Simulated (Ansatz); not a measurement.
**BrCl: interaction energy of a dimer with the counterpoise correction in Python**

Aim: the interaction energy of a dimer with the counterpoise correction, for BrCl, run from a script.

Program: the Python package of Ansatz 0.2.0. Level of theory: B3LYP+D4/def2-SVP. These are calculated values, not measurements.

### 1 The system

Bond lengths: Br1–Cl2 2.085 Å.

No structure file is read: the coordinates are typed or built in the script.

### 2 The code

brcl.py reads:

```python
"""Binding of a BrCl dimer at a trial geometry."""

import ansatz

FIRST = [
    ("Br", (0.0, 0.0, -1.0425)),
    ("Cl", (0.0, 0.0, 1.0425)),
]
SECOND = [
    ("Br", (2.7978, -0.4552, -1.9524)),
    ("Cl", (3.3303, 0.9904, -0.5475)),
]

def energy(atoms, ghosts=()):
    molecule = ansatz.Crystal.molecule()
    for symbol, xyz in atoms:
        molecule = molecule.atom(symbol, xyz)
    calc = (
        molecule.calculation()
        .basis(gaussian="def2-SVP")
        .functional("B3LYP", dispersion="d4")
    )
    deck = calc.input()
    if ghosts:
        deck = deck.set(ansatz.key.basis.gaussian.ghost_atoms, [{"symbol": s, "position_ang": list(xyz)} for s, xyz in ghosts])
    return ansatz.Session.from_dict(deck).plan().execute().report["free_energy_ev"]

# monomers in their own basis and in the basis of the dimer
both = energy(FIRST + SECOND)
alone = energy(FIRST) + energy(SECOND)
ghosted = energy(FIRST, SECOND) + energy(SECOND, FIRST)
print(f"dimer {both:.6f} eV")
print(f"interaction, uncorrected   {23.060548 * (both - alone):8.3f} kcal/mol")
print(f"interaction, counterpoise  {23.060548 * (both - ghosted):8.3f} kcal/mol")
print(f"basis-set superposition    {23.060548 * (alone - ghosted):8.3f} kcal/mol")
```

### 3 What the engine is handed

The engine receives this input (first run):

```yaml
crystal:
  periodic: [false, false, false]
  atoms:
    - { symbol: Br, position_ang: [0.0, 0.0, -1.0425] }
    - { symbol: Cl, position_ang: [0.0, 0.0, 1.0425] }
    - { symbol: Br, position_ang: [2.7978, -0.4552, -1.9524] }
    - { symbol: Cl, position_ang: [3.3303, 0.9904, -0.5475] }
basis:
  gaussian:
    orbitals: def2-SVP
hamiltonian:
  xc: b3lyp
  dispersion: d4
```

### 4 Running it

Command:

```bash
$ python brcl.py
```

**Question.** How large is the interaction at this pose, and how much of it is basis-set superposition?

The runs gave:

| quantity | value |
| --- | --- |
| interaction energy, uncorrected | 8.734 kcal/mol |
| interaction energy, counterpoise | 10.229 kcal/mol |
| runs compared | 5 |

The pair is unbound at this geometry and level. Uncorrected it is 8.734 kcal/mol, with the counterpoise correction 10.229 kcal/mol; the difference, 1.495 kcal/mol, is the superposition error. In this basis both values are repulsive. Notes:
- The dimer is a generated trial pose of unrelaxed monomers, not a minimum, so the figure is no binding energy, and the basis set is small.
- b3lyp holds the VWN-RPA fit, as in Gaussian; the form of ORCA and Turbomole is b3lyp5.
- The spin state was assumed, and another may lie lower.
